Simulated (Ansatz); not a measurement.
# SiH4S3: a ladder of functionals and wavefunction methods

Aim: compute SiH4S3 with functionals from several rungs and with coupled cluster. The yardstick is the atomisation energy at the CCSD(T) limit.

Computed with Ansatz 0.2.0, Gaussian basis. Level: functionals in def2-TZVPP, the program's frozen cores in correlated methods.

Levels to be run: PBE-D4, r2SCAN-D4, PBE0-D4, B3LYP-D4, ωB97X-V, ωB97M-V, B2PLYP; CCSD(T)/def2-TZVPP; CCSD(T)/def2-QZVPP; extrapolation to the limit.

## (1) The geometry

The geometry comes from an earlier relaxation with PBE0-D4/def2-TZVP; it is a stationary point, not always the lowest conformer.

8 atoms, charge 0, spin multiplicity 1.

Atoms are counted from 1 here; the program's logs count them from 0.

Bond lengths: S1–Si2 2.128 Å, S1–H5 1.346 Å, Si2–S3 2.125 Å, Si2–S4 2.131 Å, Si2–H6 1.481 Å, S3–H7 1.345 Å, S4–H8 1.345 Å. Angles: Si2–S1–H5 94.2°, S1–Si2–S3 108.1°, S1–Si2–S4 105.9°, S1–Si2–H6 113.6°, S3–Si2–S4 115.2°, S3–Si2–H6 103.9°, S4–Si2–H6 110.4°, Si2–S3–H7 94.0°, Si2–S4–H8 94.0°.

## (2) PBE-D4 (GGA)

Input file in.yaml:

```yaml
crystal:
  periodic: [false, false, false]
  atoms:
    - {symbol: S, position_ang: [-0.802310, 1.509696, 1.225446]}
    - {symbol: Si, position_ang: [-0.286185, -0.251218, 0.148821]}
    - {symbol: S, position_ang: [1.166538, -1.313485, 1.278881]}
    - {symbol: S, position_ang: [0.363258, 0.408533, -1.770425]}
    - {symbol: H, position_ang: [-1.523820, 2.033881, 0.217909]}
    - {symbol: H, position_ang: [-1.405171, -1.212487, 0.014051]}
    - {symbol: H, position_ang: [2.091666, -0.343129, 1.176034]}
    - {symbol: H, position_ang: [0.396034, -0.831793, -2.290707]}
basis:
  gaussian: {orbitals: def2-TZVPP}
hamiltonian: {xc: pbe, dispersion: d4}
output: {forces: true, orbitals: {seedname: orbitals}}
```

Started as:

```bash
> ansatz run in.yaml --threads 2 --pin off --events-out ev --progress --plain --max-ram 20480MiB --backend cpu
```

Further steps of the session: r2SCAN-D4 (meta-GGA); PBE0-D4 (hybrid); B3LYP-D4 (hybrid); ωB97X-V (range-separated); ωB97M-V (range-separated); B2PLYP (double hybrid); CCSD(T) in def2-TZVPP; CCSD(T) in def2-QZVPP.

Q: Predict the results of all the runs planned. Wanted: atomisation energy, CCSD(T)/CBS; farthest; mean size of error, hybrid; mean size of error, range-separated; gap, smallest and largest; T1 diagnostic; triples share of the correlation energy.

As calculated:

```
                               quantity                                 value
        atomisation energy, CCSD(T)/CBS                         2417.9 kJ/mol
 functionals within 12.1 kJ/mol (0.5 %)                     PBE-D4, r2SCAN-D4
                               farthest                 B2PLYP (-70.4 kJ/mol)
             mean size of error, hybrid                           25.0 kJ/mol
    mean size of error, range-separated                           16.1 kJ/mol
              gap, smallest and largest  5.13 eV (PBE-D4), 11.74 eV (ωB97X-V)
                          T1 diagnostic                                0.0115
triples share of the correlation energy                                 4.5 %
```

In words: PBE-D4 is off by +11.4 kJ/mol, about 1.6 kJ/mol a bond. Double hybrids carry the basis error of their MP2 part in triple zeta, and no dispersion term here, so their miss is partly the set-up's. Misses under about 12.1 kJ/mol are within the doubt on the reference itself, which lacks core-valence correlation, relativity and higher excitations. Hartree-Fock recovers 70 % of the binding; the rest is correlation. The gap grows from 5.1 to 11.7 eV across the functionals, mostly with the share of exact exchange.
